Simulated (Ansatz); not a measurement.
Here is an Ansatz input file for MnSe, space group Fm-3m. Write the same calculation for the Python package.

```yaml
crystal:
  lattice:
    - [0.0, 2.72, 2.72]
    - [2.72, 0.0, 2.72]
    - [2.72, 2.72, 0.0]
  atoms:
    - { symbol: Mn, position: [0.0, 0.0, 0.0] }
    - { symbol: Se, position: [0.5, 0.5, 0.5] }
basis:
  ecutwfc: 420.0
kpoints:
  mp_grid:
    grid: [9, 9, 9]
hamiltonian:
  xc: lda
magnetization:
  spin_polarized: true
  per_species:
    Mn: 4.0
scf:
  occupations:
    method: fermi_dirac
output:
  eigenstates:
    nscf_kmesh:
      grid: [6, 6, 6]
    exchange_couplings:
      magnetic:
        - { species: Mn }
```

`jij_mnse.py`
```python
# -*- coding: utf-8 -*-
'''Heisenberg exchange couplings of MnSe.'''

import ansatz as az
import numpy as np

config = {
    'smearing': 'fermi_dirac',
    'k_length': 29,
    'functional': 'lda',
    'ecut': 420,
}

vectors = np.array([
    [0.0, 2.72, 2.72],
    [2.72, 0.0, 2.72],
    [2.72, 2.72, 0.0],
])
system = (
    az.Lattice.of(vectors)
    .atom('Mn', (0.0, 0.0, 0.0))
    .atom('Se', (0.5, 0.5, 0.5))
    .moments(Mn=4)
)

calc = (
    system.calculation()
    .spin(az.SpinTreatment.COLLINEAR)
    .occupations(config['smearing'])
    .kpoints(length=config['k_length'])
    .functional(config['functional'])
    .basis(config['ecut'])
    .eigenstates(nscf_kmesh=(6, 6, 6))
    .exchange_couplings(magnetic=['Mn'])
)
couplings = calc.run(threads=1).exchange_couplings().to_plain()
for atom in couplings['atoms']:
    print(atom['site']['symbol'], atom['role'], 'moment', round(atom['moment_mub'], 3), 'muB')
shells = {}
for pair in couplings['pairs']:
    key = (pair['site'], pair['partner'], round(float(np.linalg.norm(pair['displacement_ang'])), 2))
    shells.setdefault(key, []).append(1000 * pair['coupling_ev'])
print('site partner distance (A)  count  mean J (meV)')
for (i, j, d), values in sorted(shells.items(), key=lambda item: item[0][2])[:10]:
    print(f'{i:4d} {j:7d} {d:12.2f} {len(values):6d} {np.mean(values):13.3f}')
print('mean-field order:', couplings['mean_field_order'])
```

```console
$ python jij_mnse.py
Mn magnetic moment 4.482 muB
Se relaxed moment 0.022 muB
site partner distance (A)  count  mean J (meV)
   0       0         3.85     12         2.386
   0       0         5.44      6         0.239
   0       0         6.66     24        -0.270
   0       0         7.69     12         0.885
   0       0         8.60     24        -0.745
   0       0         9.42      8        -0.041
   0       0        10.18     48         0.049
   0       0        10.88      6        -2.746
   0       0        11.54     36         0.034
   0       0        12.16     24         0.058
mean-field order: {'temperature_k': 279.52916603813685, 'q_frac': [0.0, 0.0, 0.3333333333333333]}
```

The magnetic order follows from the starting moments and needn't be the lowest. For a metal this k-point mesh is coarse: on a finer one energies can move by several to tens of meV an atom and pressures by half a GPa or more, differences at one mesh by less. With one magnetic atom the cell can hold only ferromagnetic order. Of the deposited cell: the entry's cell lengths or inner coordinates differ somewhat from later room-temperature determinations. Without a Hubbard U or exact exchange, semilocal functionals often make such 3d compounds metallic or too weakly gapped. The starting cell is as deposited in a crystallographic database; the results hold for this polymorph, which needn't be the stable one. Couplings oscillate with the k-mesh and hold for small turns from this magnetic state; mean-field temperatures overestimate ordering, and where the couplings favour a wavevector other than zero the state started from isn't the stable order. Run time: 26 s on 1 thread of Arm Neoverse V2 (shared host), peak memory 0.92 GiB.

(Lines on the test bed's own set-up are left out of the output.)
